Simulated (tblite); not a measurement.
# C2H12GeOSSi2: the cost of one run

Computed with tblite 0.8.0 (tight binding) and PySCF 2.14.0 (DFT, with response routines of our own); each step states its level. Atoms count from 0 throughout.

## (1) The molecule as given

19 atoms, charge 0, multiplicity 1; geometry from: UFF geometry.

Bonds of the start (Å): C0–Ge1 1.95, C0–H7 1.10, C0–H8 1.11, C0–H9 1.10, C4–H13 1.10, C4–H14 1.12, C4–H15 1.11, Ge1–H10 1.55, Ge1–H11 1.56, Ge1–S2 2.21, O5–Si6 1.72, S2–Si3 2.16, Si3–C4 1.86, Si3–H12 1.46, Si3–O5 1.73, Si6–H16 1.47, Si6–H17 1.47, Si6–H18 1.47.

## (2) GFN2-xTB relaxation, conformer 1

What the job is given:

```
{"job": {"xc": "GFN2-xTB", "basis": "xTB", "kind": "relax"}, "charge": 0, "multiplicity": 1}
C      2.680000    -0.993300    -0.309000
Ge     2.109100     0.052900     1.229400
S      1.104900     1.915100     0.598400
Si    -0.616100     0.878900    -0.181800
C     -1.853400     2.117300    -0.797000
O     -1.338800    -0.048600     1.092500
Si    -1.981600    -1.463000     0.364900
H      3.314100    -1.830200     0.030800
H      1.784400    -1.393500    -0.830100
H      3.244500    -0.343900    -0.994800
H      3.368600     0.423600     2.060700
H      1.168700    -0.806200     2.130200
H     -0.179400     0.040900    -1.296400
H     -2.169700     2.774100     0.027600
H     -1.386300     2.742800    -1.597400
H     -2.736500     1.589700    -1.206900
H     -2.667500    -2.258000     1.400400
H     -2.956600    -1.113800    -0.676300
H     -0.898000    -2.275300    -0.199400
```

Run with:

```
OMP_NUM_THREADS=1 python ens_run.py task.json out
```

The driver reads the study from task.json and runs its stages one after another.

**Question.** How long does this first job take on 1 thread of Intel Xeon Platinum 8559C, shared host?

About 2.3 s.
